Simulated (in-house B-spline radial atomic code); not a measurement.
# As⁷⁺: ionisation energy by several methods

An exercise on one series of results from a longer session: the logs are not shown, and one member is left open.

Method: scalar-relativistic (X2C), several functionals, spin-polarised; spherical all-electron atom at the radial basis limit. Code: in-house B-spline radial atomic code version 1.

### What is computed

- element: arsenic (Z = 33)
- charge: +7
- electrons: 26
- configuration: [Ar] 3d8
- nucleus: Fermi, rms radius 4.097 fm

Outer shells as boxes (Hund's rule):

[Ar] 3d8
```
[Ar] core
3d [↑↓][↑↓][↑↓][↑ ][↑ ]
```

Where spins are not typed, each open shell is filled with up spins first.

The first run:

Input settings:

```ini
Z = 33
electrons = 26.0
configuration = [Ar] 3d8
hamiltonian = x2c
method = m06l
spin_polarised = True
nucleus = fermi
rms_radius = 4.0968
mass_number = 75
atomic_mass = 74.921594562
speed_of_light = 137.035999084
```

Among the steps run: M06-L, a meta-GGA; SCAN, a meta-GGA; revTPSS, a meta-GGA; exchange-only LDA; r2SCAN, a meta-GGA; PW91, a GGA; RPBE, a GGA; PBEsol, a GGA; LDA (VWN5).

One of the session's tables, all rows but one given; the rest of the session is left out.

| method | ΔSCF (eV) |
| --- | --- |
| exchange-only LDA | 179.74 |
| LDA (VWN5) | ? |
| PW91 | 182.00 |
| RPBE | 181.70 |
| PBEsol | 181.75 |
| M06-L | 181.67 |
| SCAN | 181.66 |
| revTPSS | 181.40 |
| r2SCAN | 181.74 |

**Question.** Estimate the row for LDA (VWN5).

**Answer.** ΔSCF (eV): 182.20. In the column «ΔSCF (eV)» it is the highest.

Members of this set that are not shown: 12 used exact exchange with fractional occupations of an open shell, which is unsound here.
